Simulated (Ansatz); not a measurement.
**Ge3Pd under changes of volume**

One of the cells (17.766 Å³/atom); the others are scaled copies at fixed shape and fractional positions:

```
CELL_PARAMETERS angstrom
4.14202 0.00000 0.00000
0.00000 4.14202 0.00000
0.00000 0.00000 4.14202
ATOMIC_POSITIONS crystal
Pd 0.00000 0.00000 0.00000
Ge 0.50000 0.50000 0.00000
Ge 0.50000 0.00000 0.50000
Ge 0.00000 0.50000 0.50000
```

The cell comes from a database or a generator and needn't be the stable form of this composition.

```yaml
Program: Ansatz 0.2.0
Functional: LDA
Potentials_or_basis: Ansatz PAW
Cutoff: "420 eV (not typed: the program's choice for these potentials)"
k_mesh: 7 × 7 × 7
Occupations: fermi-dirac, width 0.05 eV
Spin: no spin polarisation
```

```tsv
volume (Å³/atom)	energy over the lowest point (meV/atom)	pressure (GPa)
16.700	0.00	-1.7
17.055	?	?
17.410	16.53	-5.5
17.766	30.53	-7.0
18.121	47.76	-8.4
18.476	67.81	-9.6
18.831	90.29	-10.6
```

Q: What does the run at 17.055 Å³/atom give?

A: Energy over the lowest point 6.19 meV/atom; pressure -3.7 GPa.

Worked out: A Birch-Murnaghan fit of order 3 (a polynomial in V^(-2/3)) to the other rows has its minimum at 16.42 Å³/atom, just outside them, with B0 = V·E''(V) = 109 GPa and B' = 4.9. It gives 6.18 meV/atom at 17.055 Å³/atom, against the run's 6.19, and -dE/dV = -3.8 GPa, against -3.7.

Energies are extrapolated to zero smearing.

Caveats: the PAW data sets come from PBE, with cores solved anew for the run's functional, which leaves a small shift of forces and pressure.
